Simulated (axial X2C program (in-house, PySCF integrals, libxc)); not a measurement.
# Linear OSnO²⁺ at several levels

How do method and spin–orbit coupling move the bonds and stretches of OSnO²⁺, held linear?

The runs use an in-house X2C program for linear molecules on PySCF integrals; all-electron X2C, two-component (2c) or spin-free, O dyall-av3z, Sn dyall-v3z.

All values are calculated.

2 further runs of the same task are left out: 2 set aside as unsound or not needed.

## 1. The job

task.json

```json
{
 "zs": [
  8,
  50,
  8
 ],
 "q": 2,
 "bas": [
  "dyall-av3z",
  "dyall-v3z",
  "dyall-av3z"
 ],
 "r0": [
  1.87,
  1.87
 ],
 "symm": 1,
 "scan": [
  "PBE0",
  "HF",
  "B3LYP"
 ],
 "levels": [
  "PBE0",
  "HF",
  "TPSSh"
 ],
 "nst": 2
}
```

Keys: zs atomic numbers; q charge; bas basis sets; r0 starting distance in Å; symm equal bonds; scan levels of the two-bond scan; levels methods; nst determinants followed.

Launch:

```console
> python solin.py task.json out
```

Masses O 15.995, Sn 119.902, O 15.995 u.

## 2. Scan at PBE0, 2c

State: Ω = 3 (beyond evenly filled blocks: 2 × ω = 3/2). Energies above the lowest point, from the job's result record:

```csv
r(O–Sn) (Å),r(Sn–O) (Å),E (meV)
1.8886,1.8886,45.44
1.8886,1.9370,23.88
1.8886,1.9854,51.52
1.9370,1.8886,23.88
1.9370,1.9370,0.00
1.9370,1.9854,25.44
1.9370,2.0339,87.90
1.9854,1.8886,51.52
1.9854,1.9370,25.44
1.9854,1.9854,48.86
2.0339,1.9370,87.90
2.0339,2.0339,168.54
```

A quadratic surface with cubic terms in each bond gives the minimum at 1.934 and 1.934 Å, force constants 3.44, 3.44 and coupling -0.14 mdyn/Å.

## 3. Scan at B3LYP, 2c

State: Ω = 3 (beyond evenly filled blocks: 2 × ω = 3/2). Energies above the lowest point, from the job's result record:

```csv
r(O–Sn) (Å),r(Sn–O) (Å),E (meV)
1.8886,1.8886,88.75
1.8886,1.9370,45.61
1.8886,1.9854,52.52
1.9370,1.8886,45.61
1.9370,1.9370,0.00
1.9370,1.9854,4.58
1.9370,2.0339,47.12
1.9854,1.8886,52.52
1.9854,1.9370,4.58
1.9854,1.9854,6.98
2.0339,1.9370,47.12
2.0339,2.0339,86.12
```

A quadratic surface with cubic terms in each bond gives the minimum at 1.957 and 1.957 Å, force constants 3.1, 3.1 and coupling -0.15 mdyn/Å.

## 4. Scan at PBE0, spin-free

State: M_S = 1, Λ = 2 (beyond evenly filled blocks: 2 × π+α, 2 × π+β, 2 × π-α). Energies above the lowest point, from the job's result record:

```csv
r(O–Sn) (Å),r(Sn–O) (Å),E (meV)
1.8886,1.8886,48.00
1.8886,1.9370,25.18
1.8886,1.9854,51.66
1.9370,1.8886,25.18
1.9370,1.9370,0.00
1.9370,1.9854,24.26
1.9370,2.0339,85.65
1.9854,1.8886,51.66
1.9854,1.9370,24.26
1.9854,1.9854,46.48
2.0339,1.9370,85.65
2.0339,2.0339,163.97
```

A quadratic surface with cubic terms in each bond gives the minimum at 1.935 and 1.935 Å, force constants 3.42, 3.42 and coupling -0.14 mdyn/Å.

## 5. The levels side by side

| level | r(O–Sn) (Å) | r(Sn–O) (Å) | lower stretch (cm⁻¹) | upper stretch (cm⁻¹) |
| --- | --- | --- | --- | --- |
| PBE0, 2c | 1.934 | 1.934 | 591.8 | 692.9 |
| B3LYP, 2c | 1.957 | 1.957 | 559.5 | 660.6 |
| PBE0, spin-free | 1.935 | 1.935 | 590.3 | 691.7 |
| HF, spin-free | 1.907 | 1.907 | 625.9 | 769.4 |
| B3LYP, spin-free | 1.958 | 1.958 | 557.7 | 659.0 |

Scans not shown above were run alike.

In words: Over the levels the O–Sn bond spans 1.907 to 1.958 Å and the Sn–O bond 1.907 to 1.958 Å. At PBE0 going from spin-free to two-component moves the bonds by -0.001 and -0.001 Å. Each state is one determinant, the lowest of a limited PBE0 search; the stretches come from a fit to few points and are good to some per cent at best. The stretches are sorted by size, and where the two bonds are alike the symmetric and antisymmetric modes can swap order between levels. A multiply charged ion may be only metastable. The molecule was held linear; bending was not examined, so a bent shape may lie lower. Open-shell Ω = 0 determinants with evenly filled partner blocks cannot be reached by this program, so the Ω shown need not be the lowest component. Note: functional without a current term on a determinant with orbital currents, of the molecule or an atom. Note: several unpaired electrons, one determinant need not be a pure state.
